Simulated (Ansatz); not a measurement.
# K2H4Pt: a short molecular-dynamics run

What does K2H4Pt do over 30 steps of 0.25 fs under a Langevin thermostat at 300 K? The cell is a randomly packed cell of 14 atoms, taken as it stands, without a relaxation.

Program: Ansatz 0.2.0. Level of theory: DFT PBE, plane waves, PAW, scalar-relativistic, no spin polarisation. These are calculated values, not measurements.

## (1) The structure to begin with

The cell holds 14 atoms (H8K4Pt2): a = 6.939 Å, b = 5.546 Å, c = 7.270 Å, α = 75.81°, β = 90.44°, γ = 98.55°.

As a file:

```xyz
14
Lattice="6.8939 -0.7580 -0.2311 -0.2035 5.5040 0.6466 0.2904 0.9609 7.2005" Properties=species:S:1:pos:R:3 pbc="T T T"
Pt    2.9954    1.4226    5.5244
Pt    0.7389    0.4520    3.6110
H     4.1328    5.0073    7.4258
H     4.8032    1.5040    4.2483
H     4.0383    3.5532    2.0179
H     6.1458    3.5867    2.2753
H     2.7314    0.8397    1.7932
H     5.1610    4.3809    2.7043
H     5.6302    3.3695    3.6036
H     2.1947    2.5070    7.1769
K     3.4039    4.3544    4.4750
K     5.2570    1.3276    1.5846
K     7.0244    2.2186    5.4031
K     1.4629    4.1125    1.3510
```

## (2) Dynamics

input.yaml reads:

```yaml
crystal:
  lattice:
    - [6.893875, -0.757979, -0.231055]
    - [-0.203483, 5.503954, 0.646598]
    - [0.290361, 0.960941, 7.200546]
  atoms:
    - { symbol: Pt, position: [0.407672, 0.181214, 0.764023] }
    - { symbol: Pt, position: [0.086151, 0.006053, 0.503707] }
    - { symbol: H, position: [0.582548, 0.819526, 0.976379] }
    - { symbol: H, position: [0.679759, 0.264205, 0.588085] }
    - { symbol: H, position: [0.596024, 0.68614, 0.237759] }
    - { symbol: H, position: [0.90117, 0.726945, 0.279623] }
    - { symbol: H, position: [0.390623, 0.163243, 0.246907] }
    - { symbol: H, position: [0.759895, 0.844002, 0.324164] }
    - { symbol: H, position: [0.815913, 0.642685, 0.468931] }
    - { symbol: H, position: [0.286792, 0.324456, 0.976779] }
    - { symbol: K, position: [0.492214, 0.759565, 0.569065] }
    - { symbol: K, position: [0.762536, 0.308368, 0.216839] }
    - { symbol: K, position: [0.999643, 0.410592, 0.745582] }
    - { symbol: K, position: [0.229182, 0.756565, 0.127045] }
kpoints:
  mp_grid: { grid: [2, 3, 2] }
magnetization:
  spin_polarized: false
scf:
  occupations: { method: fermi_dirac, width: 0.05 }
hamiltonian:
  pseudopotentials: { kind: paw }
  xc: pbe
basis:
  ecutwfc: 420
  xc_grid: 1
md:
  timestep: 0.25
  n_steps: 30
  ensemble: nvt_langevin
  temperature: 300.0
  initial_velocities: maxwell_boltzmann
  seed: 1620
```

Command:

```console
$ ansatz run input.yaml --threads 2 --pin off --max-ram 2560MiB --backend cpu --events-out ev --progress --plain --runs-dir out
```

The log of the run, cut to the lines that bear on the results:

```text
Warning: md: disabling space-group detection — thermal motion breaks the input geometry's symmetry, so no spatial operation reduces the k-mesh or symmetrises the density; time reversal is kept, so that k and −k are solved as one point where they differ and the mesh holds both, and exact [...]
Warning: RAYON_NUM_THREADS=2 ignored (pool sized by the plan → 2); use --threads N
[...]
Pseudopotentials: kind: paw
Pseudopotential: Pt, paw, valence charge 18, recommended cutoff 420 eV (normal), Pt.paw.azcp
Pseudopotential: H, paw, valence charge 1, recommended cutoff 420 eV (normal), H.paw.azcp
Pseudopotential: K, paw, valence charge 9, recommended cutoff 420 eV (normal), K.paw.azcp
Functional definition: PBE
[...]
Crystal: 14 atoms, lattice volume = 268.093 Å³
Basis set: ecut = 420 eV, 5249 PW (Γ)
Bands: 54, of which v1, the nominal top of the filled ones, is band 40 counted from 1 (39 counted from 0)
Symmetry: 1 space group operations
k-points: 8 of 12 (time reversal used)
[...]
SCF iter   1: F=—  HF=-31314.699405 eV  |F-HF|=—  |Δ(HF+E_count)|=         —  Δρ=9.98e-3  dr2=4.12e-1  ethr=1.77e-3  ⟨swp⟩=7.1  Hψ=1839  notcnv=0  defer=27
[...]
md step     0: t =     0.00 fs  T =   278.6 K  F+E_penalty+E_count = -31314.65869284 eV  E_kin = 0.504114 eV  (11 SCF iters)
[...]
md step     7: t =     1.75 fs  T =   528.2 K  F+E_penalty+E_count = -31315.15505745 eV  E_kin = 0.955798 eV  (5 SCF iters)
[...]
md step    14: t =     3.50 fs  T =  1107.2 K  F+E_penalty+E_count = -31316.18962313 eV  E_kin = 2.003641 eV  (5 SCF iters)
[...]
md step    21: t =     5.25 fs  T =  1975.7 K  F+E_penalty+E_count = -31317.85940026 eV  E_kin = 3.575262 eV  (4 SCF iters)
[...]
md step    28: t =     7.00 fs  T =  3007.6 K  F+E_penalty+E_count = -31319.99998314 eV  E_kin = 5.442746 eV  (4 SCF iters)
md step    29: t =     7.25 fs  T =  3120.1 K  F+E_penalty+E_count = -31320.25759762 eV  E_kin = 5.646312 eV  (4 SCF iters)
[...]
md step    30: t =     7.50 fs  T =  3221.5 K  F+E_penalty+E_count = -31320.47100126 eV  E_kin = 5.829819 eV  (9 SCF iters)
SCF converged after 9 iterations
Free energy (F): -31320.471001 eV
[...]
E sigma→0 (E₀):  -31320.451512 eV
Entropy (-TS):   -0.038979 eV (-2.784 meV/atom)
Fermi energy:    4.236046 eV
[...]
--- Forces (eV/Å), atoms counted from 1 ---
  atom   1  Pt     0.93237281    -1.10511508    -2.01016385
  atom   2  Pt     0.74685809    -0.44376406    -0.61632375
  atom   3  H     -0.47621957     0.53559192    -0.32950130
  atom   4  H     -0.40158927     0.01029285     0.05593196
  atom   5  H      1.14982493    -0.35056534     0.54732181
  atom   6  H      0.34679456    -0.00226495     1.72593287
  atom   7  H     -0.77151292    -0.17724048     0.59795416
  atom   8  H     -2.08057635     0.35360671    -1.09144525
[...]
--- MD trajectory: 30 steps, t = 0.0 → 7.5 fs ---
  final state: T = 3221.5 K   F+E_penalty+E_count = -31320.47100126 eV   E_kin = 5.829819 eV
```

Run time: 2.6 min. Hardware: 2 threads of Arm Neoverse N1, shared host; peak memory 0.61 GiB.

## (3) What the atoms did

One step in 2; energies are changes from step 0; msd is the mean square displacement from the start, the centre of mass held:

```csv
time (fs),T (K),potential energy change (meV/atom),msd H (Å²),msd K (Å²),msd Pt (Å²)
0.0,279,0.0,0.000,0.000,0.000
0.5,326,-6.2,0.000,0.000,0.000
1.0,399,-15.6,0.001,0.000,0.000
1.5,491,-28.2,0.002,0.000,0.000
2.0,591,-43.5,0.005,0.000,0.000
2.5,722,-61.9,0.008,0.000,0.000
3.0,909,-83.8,0.014,0.000,0.000
3.5,1107,-109.4,0.022,0.000,0.000
4.0,1339,-138.9,0.033,0.000,0.000
4.5,1544,-172.0,0.048,0.000,0.000
5.0,1795,-208.8,0.067,0.000,0.000
5.5,2129,-249.5,0.091,0.000,0.000
6.0,2418,-293.6,0.121,0.001,0.000
6.5,2749,-338.9,0.158,0.001,0.000
7.0,3008,-381.5,0.203,0.001,0.000
7.5,3222,-415.2,0.255,0.001,0.000
```

time (fs), T (K) and a bar:
```
      0.0        279 
      0.2        299 
      0.8        359 #
      1.0        399 #
      1.2        447 ##
      1.8        528 ###
      2.0        591 ###
      2.2        647 ####
      2.5        722 #####
      3.0        909 ######
      3.2       1005 #######
      3.5       1107 ########
      4.0       1339 ###########
      4.2       1441 ############
      4.5       1544 #############
      5.0       1795 ###############
      5.2       1976 #################
      5.5       2129 ###################
      5.8       2256 ####################
      6.2       2587 ########################
      6.5       2749 #########################
      6.8       2882 ###########################
      7.2       3120 #############################
      7.5       3222 ##############################
```

Pair distribution over the second half of the run:

```csv
r (Å),g H–H,g H–K,g Pt–H
0.68,0.00,0.00,0.00
0.84,0.77,0.00,0.00
1.00,2.18,0.00,0.00
1.16,3.61,0.00,0.00
1.32,5.34,0.00,0.00
1.48,0.92,0.00,0.45
1.64,0.06,0.00,1.15
1.80,0.67,0.00,1.83
1.96,0.67,0.00,1.43
2.12,0.91,0.00,0.88
2.28,1.22,0.00,0.74
2.44,0.94,0.62,1.85
2.60,0.56,2.46,3.12
```

First peaks of g(r) (not always the tallest), and, where a minimum follows, the mean number of second-named atoms round a first-named one up to the next minimum:

```csv
pair,peak (Å),height,minimum (Å),neighbours
H–H,1.24,5.6,1.72,1.0
Pt–H,1.80,1.8,2.20,1.2
```

## (4) Snapshots as a file

Extended XYZ, with forces in eV/Å:

```xyz
14
Lattice="6.894 -0.758 -0.231 -0.203 5.504 0.647 0.290 0.961 7.201" Properties=species:S:1:pos:R:3:forces:R:3 pbc="T T T" time_fs=1.0 T=399 dE=-0.2187
Pt    2.994    1.422    5.527    0.290    0.420    0.372
Pt    0.739    0.453    3.611    0.457   -0.534   -0.423
H     4.156    5.024    7.412   -0.257    0.442    0.074
H     4.787    1.513    4.267   -1.251    0.340    0.659
H     4.031    3.574    2.011    0.440    1.554    0.000
H     6.149    3.608    2.269    0.306    0.667    0.979
H     2.724    0.860    1.809   -0.862    0.015    0.428
H     5.161    4.358    2.708   -0.732   -2.006   -0.831
H     5.655    3.401    3.590    0.875    0.554   -0.233
H     2.222    2.494    7.171    0.907   -1.385   -1.375
K     3.404    4.355    4.469   -0.060   -0.007    0.439
K     5.260    1.326    1.583   -0.422    0.090   -0.025
K     7.024    2.218    5.404   -0.158   -0.166   -0.012
K     1.465    4.108    1.349    0.467    0.016   -0.054
14
Lattice="6.894 -0.758 -0.231 -0.203 5.504 0.647 0.290 0.961 7.201" Properties=species:S:1:pos:R:3:forces:R:3 pbc="T T T" time_fs=2.2 T=647 dE=-0.7320
Pt    2.992    1.422    5.529    0.414    0.503    0.404
Pt    0.740    0.454    3.610    0.492   -0.582   -0.462
H     4.183    5.049    7.397   -0.307    0.461    0.039
H     4.755    1.530    4.300   -1.305    0.225    0.664
H     4.025    3.621    1.995    0.670    1.496    0.171
H     6.155    3.639    2.275    0.300    0.616    0.937
H     2.699    0.888    1.832   -0.869   -0.008    0.450
H     5.153    4.306    2.698   -0.981   -1.983   -0.982
H     5.698    3.441    3.570    0.941    0.777   -0.198
H     2.272    2.462    7.141    0.834   -1.394   -1.426
K     3.404    4.356    4.462   -0.052   -0.009    0.457
K     5.264    1.323    1.581   -0.468    0.066    0.012
K     7.023    2.218    5.405   -0.158   -0.184   -0.001
K     1.467    4.104    1.347    0.488    0.017   -0.065
14
Lattice="6.894 -0.758 -0.231 -0.203 5.504 0.647 0.290 0.961 7.201" Properties=species:S:1:pos:R:3:forces:R:3 pbc="T T T" time_fs=3.2 T=1005 dE=-1.3455
Pt    2.990    1.422    5.532    0.541    0.563    0.409
Pt    0.740    0.455    3.609    0.523   -0.630   -0.500
H     4.202    5.076    7.385   -0.351    0.477   -0.019
H     4.715    1.544    4.335   -1.348    0.123    0.669
H     4.025    3.674    1.980    0.965    1.430    0.384
H     6.165    3.666    2.293    0.286    0.528    0.998
H     2.670    0.910    1.855   -0.866   -0.030    0.476
H     5.138    4.246    2.680   -1.365   -1.842   -1.203
H     5.744    3.480    3.553    1.086    0.920   -0.204
H     2.323    2.423    7.102    0.740   -1.377   -1.447
K     3.405    4.357    4.457   -0.034   -0.006    0.466
K     5.267    1.320    1.579   -0.512    0.032    0.043
K     7.022    2.219    5.407   -0.165   -0.202    0.001
K     1.468    4.101    1.344    0.501    0.013   -0.074
14
Lattice="6.894 -0.758 -0.231 -0.203 5.504 0.647 0.290 0.961 7.201" Properties=species:S:1:pos:R:3:forces:R:3 pbc="T T T" time_fs=4.2 T=1441 dE=-2.1708
Pt    2.989    1.422    5.533    0.674    0.577    0.338
Pt    0.740    0.456    3.607    0.547   -0.685   -0.546
H     4.220    5.105    7.375   -0.385    0.487   -0.095
H     4.663    1.559    4.379   -1.369    0.022    0.663
H     4.036    3.743    1.972    1.372    1.297    0.677
H     6.180    3.698    2.318    0.302    0.378    1.163
H     2.631    0.931    1.882   -0.855   -0.054    0.507
H     5.108    4.169    2.654   -1.970   -1.552   -1.495
H     5.800    3.527    3.535    1.323    1.049   -0.286
H     2.380    2.369    7.049    0.598   -1.294   -1.389
K     3.405    4.358    4.452   -0.012    0.002    0.479
K     5.270    1.318    1.578   -0.553   -0.014    0.070
K     7.021    2.219    5.409   -0.181   -0.217   -0.007
K     1.469    4.099    1.341    0.508    0.004   -0.080
14
Lattice="6.894 -0.758 -0.231 -0.203 5.504 0.647 0.290 0.961 7.201" Properties=species:S:1:pos:R:3:forces:R:3 pbc="T T T" time_fs=5.2 T=1976 dE=-3.2007
Pt    2.987    1.421    5.535    0.809    0.453    0.109
Pt    0.741    0.456    3.606    0.558   -0.721   -0.595
H     4.235    5.142    7.362   -0.419    0.498   -0.176
H     4.597    1.573    4.429   -1.321   -0.056    0.620
H     4.057    3.823    1.971    1.842    1.009    0.997
H     6.200    3.731    2.352    0.305    0.206    1.445
H     2.581    0.949    1.915   -0.836   -0.081    0.541
H     5.059    4.080    2.616   -2.669   -1.097   -1.815
H     5.867    3.584    3.514    1.619    1.156   -0.463
H     2.439    2.302    6.988    0.382   -1.080   -1.137
K     3.406    4.359    4.447    0.016    0.014    0.496
K     5.273    1.315    1.576   -0.580   -0.063    0.084
K     7.020    2.219    5.412   -0.205   -0.228   -0.023
K     1.471    4.096    1.339    0.499   -0.010   -0.083
14
Lattice="6.894 -0.758 -0.231 -0.203 5.504 0.647 0.290 0.961 7.201" Properties=species:S:1:pos:R:3:forces:R:3 pbc="T T T" time_fs=6.5 T=2749 dE=-4.7453
Pt    2.985    1.421    5.538    0.944   -0.110   -0.674
Pt    0.741    0.457    3.605    0.600   -0.660   -0.634
H     4.250    5.195    7.343   -0.459    0.517   -0.262
H     4.495    1.591    4.499   -1.004   -0.079    0.412
H     4.107    3.935    1.984    2.144    0.274    1.198
H     6.228    3.772    2.416    0.298    0.028    1.840
H     2.511    0.968    1.963   -0.799   -0.128    0.575
H     4.962    3.957    2.548   -3.144   -0.254   -1.946
H     5.972    3.667    3.485    1.815    1.197   -0.811
H     2.515    2.201    6.898   -0.075   -0.439   -0.179
K     3.407    4.360    4.442    0.055    0.032    0.525
K     5.276    1.311    1.574   -0.580   -0.114    0.083
K     7.018    2.219    5.415   -0.245   -0.235   -0.054
K     1.472    4.093    1.335    0.452   -0.029   -0.073
14
Lattice="6.894 -0.758 -0.231 -0.203 5.504 0.647 0.290 0.961 7.201" Properties=species:S:1:pos:R:3:forces:R:3 pbc="T T T" time_fs=7.5 T=3222 dE=-5.8123
Pt    2.983    1.420    5.540    0.932   -1.105   -2.010
Pt    0.742    0.458    3.604    0.747   -0.444   -0.616
H     4.256    5.245    7.324   -0.476    0.536   -0.330
H     4.403    1.604    4.558   -0.402    0.010    0.056
H     4.164    4.026    2.006    1.150   -0.351    0.547
H     6.254    3.803    2.488    0.347   -0.002    1.726
H     2.450    0.982    2.007   -0.772   -0.177    0.598
H     4.853    3.858    2.477   -2.081    0.354   -1.091
H     6.071    3.750    3.454    1.533    1.016   -0.844
H     2.575    2.117    6.825   -0.622    0.536    1.492
K     3.408    4.361    4.438    0.081    0.043    0.548
K     5.279    1.308    1.573   -0.553   -0.139    0.064
K     7.017    2.219    5.418   -0.283   -0.232   -0.083
K     1.474    4.092    1.333    0.399   -0.045   -0.056
```

## (5) Outcome

| quantity | value |
| --- | --- |
| length | 30 steps of 0.25 fs |
| temperature, first and last step | 279 and 3222 K |
| temperature, second half | mean 2212 K, from 1243 to 3222 K |
| potential energy, second half | -265 meV/atom from the start |
| mean square displacement, second half | H 0.114, K 0.001, Pt 0.000 Å² |

What this shows: Against a set 300 K the second half averages 2212 K, going from 1243 to 3222 K over that half; the potential energy of that half lies 265 meV/atom under the start, so the atoms have moved to lower-lying arrangements, and the energy set free heats the cell. Over the second half H atoms stand 0.3 Å (root mean square) from where they began, and the farthest move is 0.6 Å. Settings off the usual here: basis.xc_grid. Averages from a run of 8 fs with 14 atoms are rough. The nuclei move classically, without zero-point motion, which matters most for hydrogen. The k-mesh is coarse for this cell.
